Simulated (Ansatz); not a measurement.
# CH4BNO: how energies converge with the basis set

How large a basis does CH4BNO need? Two functionals are run in growing sets.

The runs use Ansatz 0.2.0, Gaussian basis; one geometry, several basis sets.

Levels to be run: PBE0-D4/def2-SVP; ωB97M-V/def2-SVP; PBE0-D4/def2-QZVPP; ωB97M-V/def2-QZVPP; the functionals' def2-TZVPP values are taken from earlier runs.

1 further run of the same task is left out (it didn't finish).

## Step 1: The relaxed structure

The geometry comes from an earlier relaxation with PBE0-D4 in a triple-zeta def2 set; it is a stationary point, not always the lowest conformer.

SMILES `N=CBO`, 8 atoms, charge 0, spin multiplicity 1.

Atoms are counted from 1 here; the program's logs count them from 0.

Bond lengths: N1–C2 1.273 Å, N1–H5 1.020 Å, C2–B3 1.592 Å, C2–H6 1.097 Å, B3–O4 1.339 Å, B3–H7 1.196 Å, O4–H8 0.974 Å. Angles: C2–N1–H5 113.2°, N1–C2–B3 115.3°, N1–C2–H6 121.8°, B3–C2–H6 122.9°, C2–B3–O4 115.9°, C2–B3–H7 124.6°, O4–B3–H7 119.5°, B3–O4–H8 108.2°.

Geometry (Å):

```xyz
8
CH4BNO
N    -0.92951    0.73002   -0.64020
C     0.08720    0.71712    0.12498
B     0.69017   -0.72429    0.43045
O     0.06256   -1.75568   -0.14923
H    -1.28979    1.66835   -0.81481
H     0.51045    1.64078    0.53963
H     1.64109   -0.92836    1.12603
H    -0.67995   -1.40515   -0.67267
```

## Step 2: PBE0-D4 in def2-SVP

Contents of in.yaml:

```yaml
crystal:
  periodic: [false, false, false]
  atoms:
    - {symbol: N, position_ang: [-0.929515, 0.730019, -0.640196]}
    - {symbol: C, position_ang: [0.087197, 0.717122, 0.124982]}
    - {symbol: B, position_ang: [0.690165, -0.724292, 0.430450]}
    - {symbol: O, position_ang: [0.062560, -1.755676, -0.149228]}
    - {symbol: H, position_ang: [-1.289794, 1.668346, -0.814808]}
    - {symbol: H, position_ang: [0.510452, 1.640785, 0.539634]}
    - {symbol: H, position_ang: [1.641088, -0.928357, 1.126035]}
    - {symbol: H, position_ang: [-0.679952, -1.405148, -0.672668]}
basis:
  gaussian: {orbitals: def2-SVP}
hamiltonian: {xc: pbe0, dispersion: d4}
output: {orbitals: {seedname: orbitals}}
```

Command:

```
> ansatz run in.yaml --threads 2 --pin off --events-out ev --progress --plain --max-ram 4352MiB
```

After this run come: ωB97M-V in def2-SVP; PBE0-D4 in def2-QZVPP; ωB97M-V in def2-QZVPP.

**Question.** What will the summary of the whole plan be? Wanted: PBE0-D4: double and triple zeta above quadruple; ωB97M-V: double and triple zeta above quadruple.

As calculated:

| quantity | value |
| --- | --- |
| PBE0-D4: double and triple zeta above quadruple | 6.43, 0.30 eV |
| ωB97M-V: double and triple zeta above quadruple | 6.63, 0.29 eV |

PBE0-D4 gains 6.13 eV from double to triple zeta, then 0.30 eV more. Total energies overstate the basis error of differences, where much of it tends to cancel.
